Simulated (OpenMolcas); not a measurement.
# Er³⁺ among point charges: CASSCF levels and susceptibility

Aim: the splitting of the states of Er³⁺ in the field of 8 point charges, its lowest levels with spin-orbit coupling and its magnetic susceptibility.

The numbers are computed with OpenMolcas 26.06 (state-averaged CASSCF, spin-orbit coupling by RASSI with atomic mean-field integrals), except any that are marked as measured or tabulated.

### 1 Starting point

| Quantity | Value |
| --- | --- |
| Species | Er³⁺ (erbium, Z = 68, 65 electrons) |
| Basis | ANO-RCC-VDZP [7s6p4d2f1g], 68 functions |
| Scalar Hamiltonian | DKH2, point nucleus |
| Inactive shells | 1s 2s 2p 3s 3p 3d 4s 4p 4d 5s 5p |
| Active space | 11 electrons in 7 orbitals (4f) |
| Some configurations of this space | 4f¹¹ |
| Orbitals | optimised for the highest spin of each parity, averaged over all roots |

Outer shells as boxes (Hund's rule):

4f11
```
4f [↑↓][↑↓][↑↓][↑↓][↑ ][↑ ][↑ ]
```

The ion sits among 8 point charges of -0.5 e arranged as a cube (Oh), 2.66 Å from the ion.

The work runs as a chain of OpenMolcas steps in one folder; each step below is one input file. Labels, J, g values, rates, χT and fits are worked out afterwards by a script from the matrices that RASSI stores. The input lists half of the charges; inversion (Group=XYZ) makes the rest.

### 2 Basis and integrals

Input file a.inp:

```
&GATEWAY
Coord
1

Er 0.0 0.0 0.0
Basis=ANO-RCC-VDZP
Group=XYZ
NoMove
AngMom=0.0 0.0 0.0
AMFI
XField
4 Angstrom 0
1.535752 1.535752 1.535752 -0.500000
1.535752 1.535752 -1.535752 -0.500000
1.535752 -1.535752 1.535752 -0.500000
1.535752 -1.535752 -1.535752 -0.500000
&SEWARD
```

Started as:

```
OMP_NUM_THREADS=1 MOLCAS_MEM=2252 MOLCAS_PROJECT=a pymolcas a.inp > a.log
```

### 3 Reference wave functions, quartets of odd parity, 35 roots

Input file a.inp:

```
&RASSCF
FileOrb=start.orb
Symmetry=2
Spin=4
nActEl=11 0 0
Inactive=15 12
Ras2=0 7
CIRoot=35 35 1
SDav=35
CIMx=300
Iter=120 100
PrWF=0.3
OrbListing=Nothing
MaxOrb=0
>>> COPY $Project.JobIph JOB001
```

start.orb holds the contracted functions of the basis, ordered by shell, or the orbitals of the step before.

### 4 CASSCF: doublets of odd parity, 112 roots

Input file a.inp:

```
&RASSCF
FileOrb=start.orb
Symmetry=2
Spin=2
nActEl=11 0 0
Inactive=15 12
Ras2=0 7
CIRoot=112 112 1
SDav=112
CIMx=300
Iter=120 100
PrWF=0.3
OrbListing=Nothing
MaxOrb=0
CIOnly
>>> COPY $Project.JobIph JOB002
```

### 5 RASSI: spin-orbit coupling between the states

Input file a.inp:

```
&RASSI
NrOfJobIphs=2 30 73
1 2 3 4 5 6 7 8 9 10 11 12 13 14 15 16 17 18 19 20 21 22 23 24 25 26 27
28 29 30
1 2 3 4 5 6 7 8 9 10 11 12 13 14 15 16 17 18 19 20 21 22 23 24 25 26 27
28 29 30 31 32 33 34 35 36 37 38 39 40 41 42 43 44 45 46 47 48 49 50 51
52 53 54 55 56 57 58 59 60 61 62 63 64 65 66 67 68 69 70 71 72 73
IphNames
JOB001
JOB002
EJob
SpinOrbit
DIPRint=1.0
SOCoupling=1000.0
Subsets=2
Property=9
'ANGMOM' 1 'ANGMOM' 2 'ANGMOM' 3 'MLTPL  1' 1 'MLTPL  1' 2 'MLTPL  1' 3
'AMFI' 1 'AMFI' 2 'AMFI' 3
SOProperty=3
'ANGMOM' 1 'ANGMOM' 2 'ANGMOM' 3
```

Q: Predict the outcome of this session. Wanted: spin-free ground state; first state of the same spin within the active space; lowest level; next level.

As calculated:

| quantity | value |
| --- | --- |
| method | CASSCF |
| spin-free ground state | 4E, 2-fold in its orbital part |
| first state of the same spin within the active space | 4T2 at 1.9 cm⁻¹ |
| lowest level | 2-fold Γ6, g = 5.99, 5.99, 5.99 |
| next level | 3.9 cm⁻¹ |
| χT at 300 K | 11.44 cm³ K/mol |
| effective moment at 300 K | 9.56 μB |

**Reading.** The spin-free ground state (4E) comes to 100 % from free-ion I terms and keeps the highest spin of the shell. The doublets rest on orbitals optimised for another spin in at least one step, which raises them against the optimised states. Not all states of the active space went into the spin-orbit step. High states of lower spin are left out of the spin-orbit mixing, and CASSCF puts spin-flip levels too high. Point charges carry no covalency, so the field is a model and not that of real ligands.
